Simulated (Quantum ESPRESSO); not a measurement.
## GaF in Quantum ESPRESSO: the effect of target pressure

Crystal: GaF.

```
Ga F
1.0
     0.00000    2.84624    2.84624
     2.84624    0.00000    2.84624
     2.84624    2.84624    0.00000
Ga F
1 1
Direct
  0.25000 0.25000 0.25000
  0.00000 0.00000 0.00000
```

The cell was built by a generator and needn't be a form met in nature.

Alike in all runs:

* Program: Quantum ESPRESSO 7.5
* Task: phonons
* Functional: LDA
* Potentials or basis: GBRV 1.5 LDA
* Cutoff: 762 eV
* Density cutoff: 6095 eV
* k mesh: 4 × 4 × 4, shifted
* Occupations: fermi-dirac, width 0.05 eV
* Spin: no spin polarisation

Each run relaxes the cell or the atoms first.

```csv
target pressure,relaxed volume (Å³/atom),dielectric constant (mean),highest phonon frequency (cm⁻¹)
0 GPa,20.03,4.84,92
10 GPa,16.60,7.06,164
25 GPa,14.13,11.36,229
50 GPa,11.90,21.82,314
80 GPa,?,?,?
```

Q: What does the run with target pressure 80 GPa give?

A: Relaxed volume 10.43 Å³/atom; dielectric constant 25.55 mean; highest phonon frequency 399 cm⁻¹.

Worked out: In Murnaghan's law V^(-B') rises as a straight line in P. The other rows fit best with B' = 3.0, V0 = 20.07 Å³/atom and B0 = 40 GPa, which gives 10.46 Å³/atom at 80 GPa, against the run's 10.43. A parabola through the other rows of the dielectric constant, of slope 0.682  per GPa there, extrapolates to 39.46 , against the run's 25.55. A parabola through the other rows of the highest phonon frequency, of slope -0.752 cm⁻¹ per GPa there, extrapolates to 332 cm⁻¹, against the run's 399.

Caveats: the volume moved by over 15 % at a fixed basis, so the end points are rough (some runs); the cell is more than 3 GPa from zero pressure, which shifts response properties (some runs).

Runs at the PBE level aren't shown here.
